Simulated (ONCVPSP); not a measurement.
# Nickel: generating and testing an ONCV potential

Aim: build the potential from the settings below, then test how well it stands in for the atom: other configurations, scattering, ghost states and the plane-wave cutoff that it needs.

The numbers are computed with ONCVPSP 4.0.1.1 (patched build) (PBE, scalar-relativistic, spin-unpolarised reference atom).

### 1 The atom and the settings

Typed settings, in words:

```
element                 : nickel (Ni, Z = 28)
type                    : optimised norm-conserving Vanderbilt (ONCV)
frozen core             : [Ne]
valence charge          : 18
reference configuration : 3s2 3p6 3d8 4s2
partial waves           : 3s+4s: rc 1.25 bohr, ncon 4, nbas 8, qcut 10 1/bohr, 2 projectors; 3p: rc 1.20 bohr, ncon 4, nbas 9, qcut 10 1/bohr, 2 projectors, debl 2.9 Ha; 3d: rc 1.55 bohr, ncon 4, nbas 9, qcut 12.2 1/bohr, 2 projectors, debl 1.9 Ha
local potential         : polynomial inside 1.10 bohr (lpopt 5, dvloc0 0 Ha)
core correction         : not asked for
```

An earlier all-electron run gives the scale for the radii.

All-electron outer shells of the reference configuration (PBE, scalar-relativistic, ld1.x):

```json
{"shell": "2p", "level (eV)": "-844.68", "outermost node (bohr)": "–", "outermost maximum (bohr)": "0.16"}
{"shell": "3s", "level (eV)": "-111.06", "outermost node (bohr)": "0.30", "outermost maximum (bohr)": "0.64"}
{"shell": "3p", "level (eV)": "-71.39", "outermost node (bohr)": "0.27", "outermost maximum (bohr)": "0.65"}
{"shell": "3d", "level (eV)": "-8.87", "outermost node (bohr)": "–", "outermost maximum (bohr)": "0.63"}
{"shell": "4s", "level (eV)": "-5.64", "outermost node (bohr)": "0.92", "outermost maximum (bohr)": "2.24"}
{"shell": "4p", "level (eV)": "-1.22", "outermost node (bohr)": "1.00", "outermost maximum (bohr)": "3.17"}
```

### 2 Generating the potential

File Ni.dat:

```
# ATOM AND REFERENCE CONFIGURATION
# atsym  z   nc   nv     iexc    psfile
  Ni 28.00    3    4        4      upf
#
#   n    l    f
    1    0    2.00
    2    0    2.00
    2    1    6.00
    3    0    2.00
    3    1    6.00
    3    2    8.00
    4    0    2.00
#
# PSEUDOPOTENTIAL AND OPTIMIZATION
# lmax
    2
#
#   l,   rc,      ep,       ncon, nbas, qcut
    0    1.25    0.00    4    8   10.00
    1    1.20    0.00    4    9   10.00
    2    1.55    0.00    4    9   12.20
#
# LOCAL POTENTIAL
# lloc, lpopt,  rc(5),   dvloc0
    4    5    1.10    0.00
#
# VANDERBILT-KLEINMAN-BYLANDER PROJECTORs
# l, nproj, debl
    0    2    1.80
    1    2    2.90
    2    2    1.90
#
# MODEL CORE CHARGE
# icmod, fcfact, rcfact
    0    0.00    0.00
#
# LOG DERIVATIVE ANALYSIS
# epsh1, epsh2, depsh
   -6.00    5.00    0.04
#
# OUTPUT GRID
# rlmax, drl
    6.00    0.01
#
# TEST CONFIGURATIONS
# ncnf
    4
# nvcnf
#   n    l    f
    4
    3    0    2.00
    3    1    6.00
    3    2    8.00
    4    0    1.00
#
    4
    3    0    2.00
    3    1    6.00
    3    2    8.00
    4    0    0.00
#
    4
    3    0    2.00
    3    1    6.00
    3    2    7.00
    4    0    0.00
#
    4
    3    0    2.00
    3    1    6.00
    3    2    9.00
    4    0    1.00
#
```

Started as:

```bash
oncvpsp.x < Ni.dat > Ni.out
```

Q: Predict the outcome of this session. Wanted: cutoffs for 1 and 0.1 mHa per electron, occupied waves; bound ghosts; GHOST(+) flags; largest test error; largest phase difference near zero energy, channels read.

As calculated:

| quantity | value |
| --- | --- |
| cutoffs for 1 and 0.1 mHa per electron, occupied waves | 51 Ha and 58 Ha |
| bound ghosts | none found |
| GHOST(+) flags | s at 908 eV |
| largest test error (AE − PS) | +20 meV, for 3s2 3p6 3d9 4s1 |
| largest phase difference near zero energy, channels read | 0.000 rad |

In words: The worst unpolarised test, 3s2 3p6 3d9 4s1, is off by 20 meV on 1.6 eV; by total energies transferability rates as good. It counts as hard, with 51 Ha needed at the looser tolerance. At the looser tolerance the 3d wave is the slowest; 3p needs 39 Ha. The program's ghost test flags no bound state. Near zero energy the phases of the channels with partial waves agree within 0.001 rad. The program also flags highly localised states, GHOST(+) (s).
